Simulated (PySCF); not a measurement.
# Bi2N2 (Bi2(N)2): the cost of one run

Method: PBE0, Bi def2-SVP with ECP60, N def2-SVP; scalar-relativistic core potentials, no spin–orbit coupling; program: PySCF 2.14.0.

2 further runs of the same task are left out: 2 for a known fault of the program.

**1. The starting structure**

4 atoms, charge 0, spin multiplicity 1.

Bond lengths: Bi1–Bi2 3.084 Å, Bi1–N3 2.046 Å, Bi1–N4 2.248 Å, Bi2–N3 2.248 Å, Bi2–N4 2.046 Å. Angles: Bi2–Bi1–N3 46.8°, Bi2–Bi1–N4 41.5°, N3–Bi1–N4 88.3°, Bi1–Bi2–N3 41.5°, Bi1–Bi2–N4 46.8°, N3–Bi2–N4 88.3°, Bi1–N3–Bi2 91.7°, Bi1–N4–Bi2 91.7°.

As a file:

```mol
Bi2N2
  3D, bonds by distance, orders not assigned

  4  5  0  0  0  0  0  0  0  0999 V2000
   -0.0456   -0.0000    1.5415 Bi  0  0
    0.0456    0.0000   -1.5415 Bi  0  0
    1.4858   -0.0000    0.1842 N   0  0
   -1.4858    0.0000   -0.1842 N   0  0
  1  2  8  0
  1  3  8  0
  1  4  8  0
  2  3  8  0
  2  4  8  0
M  END
```

Formal oxidation states: Bi +3. An earlier session relaxed this geometry at PBE0, Bi def2-SVP with ECP60, N def2-SVP (singlet, point group C2h).

Its energy there is -538.402155 Eh.

**2. Multiplicity 3 at the relaxed geometry**

Contents of run.py (the lines that set the calculation):

```python
mol = gto.M(atom='''
Bi    -0.04564     0.00000     1.54155
Bi     0.04564     0.00000    -1.54155
N      1.48577     0.00000     0.18420
N     -1.48577     0.00000    -0.18420''',
    basis={'Bi': 'def2-SVP', 'N': 'def2-SVP'},
    ecp={'Bi': 'def2-SVP'},
    charge=0, spin=2)
mf = dft.UKS(mol, xc='PBE0')
mf.grids.atom_grid = (50, 194)
mf = mf.density_fit()  # fitting sets: Bi def2-universal-JKFIT, N def2-universal-JKFIT
mf.conv_tol = 1e-08; mf.max_cycle = 55
mf.kernel(dm0)  # dm0: free metal ions and neutral atoms
```

Started as:

```sh
OMP_NUM_THREADS=2 python run.py
```

**Question.** How long does this run take on 2 threads of Arm Neoverse V1, shared host?

About 3.4 s.
